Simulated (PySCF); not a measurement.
# C6H7NO: the cost of one run

Computed with PySCF 2.14.0 and routines of our own; the level stands in each step. Atoms count from 0.

## Step 1: The starting structure

15 atoms, charge 0, multiplicity 1; geometry from: GFN2-xTB.

## Step 2: Magnetic properties: GIAO B97-2/pcSseg-1

The job: settings as JSON, then the geometry in Å.

```
{"job": {"kind": "mag", "xc": "B97-2", "basis": "pcSseg-1", "isotopologues": 2}, "charge": 0, "multiplicity": 1}
C      3.114186     0.318227    -0.909747
C      2.112242    -0.200353    -0.498978
C      1.028931    -1.015084     0.001498
O      1.198353    -2.189080     0.267127
N     -0.176775    -0.381708     0.145177
C     -1.294300    -1.158503     0.631289
C     -0.354559     0.959769    -0.148886
C     -1.492379     1.631574    -0.029282
H      3.964579     0.815856    -1.274417
H     -2.097335    -1.170949    -0.107277
H     -0.944230    -2.175421     0.803135
H     -1.668802    -0.739556     1.566591
H      0.544198     1.448414    -0.499125
H     -1.528380     2.674946    -0.281653
H     -2.410143     1.189857     0.312635
```

Level: GIAO B97-2/pcSseg-1 magnetisability, rotational g tensor and spin-rotation constants, non-relativistic, gas phase.

Launch:

```console
$ OMP_NUM_THREADS=1 python excited_run.py task.json out
```

The driver reads the jobs from task.json and runs them one after another.

**Question.** How long does this first job take on 1 thread of Arm Neoverse N1, shared host, and how much memory does it need?

About 46 s, with a peak of 0.78 GiB.
